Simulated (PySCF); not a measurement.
# C5H6ClNSi: the cost of one run

Computed with PySCF 2.14.0, with density-fitted response routines of our own, on a single molecule in the gas phase. Atoms count from 0, in the outputs and in this text.

### 1 Starting geometry

14 atoms, charge 0, multiplicity 1; geometry from: GFN2-xTB.

Bonds of the start (Å): C0–C1 1.20, C1–Si2 1.85, Si2–Cl3 2.03, Si2–C4 1.90, C4–C5 1.33, C4–C6 1.47, C6–N7 1.26, C0–H8 1.05, Si2–H9 1.46, C5–H10 1.08, C5–H11 1.08, C6–H12 1.09, N7–H13 1.02.

### 2 Ultraviolet spectrum: PBE0/def2-SVPD

What the job is given:

```
{"job": {"kind": "uv", "xc": "PBE0", "basis": "def2-SVPD", "nstates": 8, "ntriplets": 3}, "charge": 0, "multiplicity": 1}
C      3.150939     0.610666    -1.176226
C      2.304573     0.435419    -0.340736
Si     1.001708     0.196369     0.950256
Cl     0.918087     1.850924     2.118724
C     -0.666704    -0.011723     0.071630
C     -0.781232    -0.081677    -1.253944
C     -1.869953    -0.091028     0.917052
N     -2.882619    -0.816226     0.746699
H      3.891797     0.760641    -1.908470
H      1.319803    -0.968950     1.775606
H     -1.744868    -0.156475    -1.738465
H      0.076333    -0.033737    -1.903723
H     -1.871675     0.536109     1.804957
H     -2.846865    -1.405853    -0.085525
```

Level: TDDFT PBE0/def2-SVPD, vertical, gas phase, core orbitals frozen in the response.

The run is started by

```
$ OMP_NUM_THREADS=1 python probes_run.py task.json out
```

This one command runs all jobs of the session in turn.

Q: Estimate the wall time and peak memory of this job on 1 thread of Arm Neoverse N1, shared host.

About 80 s, with a peak of 0.84 GiB.
